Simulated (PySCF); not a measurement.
**From one method to the next for RbB**

Aim: see what other levels and later steps give for RbB.

Program: PySCF 2.14.0. Level of theory: each script names its method and basis. These are calculated values, not measurements.

2 further runs of the same task are left out: 1 for a known fault of the program, 1 that didn't finish.

## 1. Where the work starts

RbB: 2 atoms, charge 0, spin multiplicity 1.

Bond lengths: Rb1–B2 3.306 Å.

## 2. The base run

Input file input.py:

```python
from pyscf import gto, scf, mp

mol = gto.M(
    atom='Rb 0 0 0; B 0 0 3.306',
    basis='crenbl',
    ecp={'Rb': 'crenbl', 'B': 'crenbl'},
    charge=0,
    spin=0,
    verbose=4,
)
mf = scf.RHF(mol)
mf.kernel()
mp.MP2(mf).kernel()
mf.dip_moment()
print('orbital energies (hartree):', mf.mo_energy[..., max(0, mol.nelec[1]-3):mol.nelec[0]+3].round(4))
```

Run with:

```bash
$ python input.py
```

## 3. Geometry optimisation

Variant 1 changes step after the SCF: mp2 → optimize.

Input file input.py:

```python
from pyscf import gto, scf
from pyscf.geomopt.geometric_solver import optimize

mol = gto.M(
    atom='Rb 0 0 0; B 0 0 3.306',
    basis='crenbl',
    ecp={'Rb': 'crenbl', 'B': 'crenbl'},
    charge=0,
    spin=0,
    verbose=4,
)
mf = scf.RHF(mol)
mf.kernel()
mol_eq = optimize(mf, maxsteps=30)
print('optimised geometry (angstrom)')
print(mol_eq.tostring('raw'))
print('orbital energies (hartree):', mf.mo_energy[..., max(0, mol.nelec[1]-3):mol.nelec[0]+3].round(4))
```

## 4. Polarisability

Variant 2 changes step after the SCF: mp2 → polarizability.

input.py: that of step 2 with these lines changed.

```diff
@@ -1,2 +1,3 @@
-from pyscf import gto, scf, mp
+from pyscf import gto, scf
+from pyscf.prop.polarizability import rhf as pol
 
@@ -12,3 +13,4 @@
 mf.kernel()
-mp.MP2(mf).kernel()
+print('polarizability (a.u.)')
+print(pol.Polarizability(mf).polarizability().round(4))
 mf.dip_moment()
```

## 5. ROHF

Variant 3 changes SCF type: RHF → ROHF.

input.py: that of step 2 with these lines changed.

```diff
@@ -10,3 +10,3 @@
 )
-mf = scf.RHF(mol)
+mf = scf.ROHF(mol)
 mf.kernel()
```

## 6. Population analysis

Variant 4 changes step after the SCF: mp2 → analyze.

input.py: that of step 2 with these lines changed.

```diff
@@ -1,2 +1,2 @@
-from pyscf import gto, scf, mp
+from pyscf import gto, scf
 
@@ -12,3 +12,3 @@
 mf.kernel()
-mp.MP2(mf).kernel()
+mf.mulliken_pop()
 mf.dip_moment()
```

**Question.** What will these runs give? Wanted: for each run, E(SCF); from base; gap; SCF dipole; after the SCF.

The runs gave:

```csv
run,E(SCF) (hartree),from base (eV),cycles,gap (eV),SCF dipole (D),after the SCF
base,-26.275743,0,10,4.01,8.75,MP2 correlation -1.963 eV
geometry optimisation,-26.275743,0.0000,10,4.01,n/a,"bond 3.473 Å, -0.023 eV"
polarisability,-26.275743,0.0000,10,4.01,8.75,n/a
ROHF,-26.275743,0.0000,10,n/a,8.75,MP2 correlation -1.963 eV
population analysis,-26.275743,0.0000,10,4.01,8.75,n/a
```

SCF columns refer to the geometry typed in the script.

In words: With ROHF the SCF ends at the base energy.
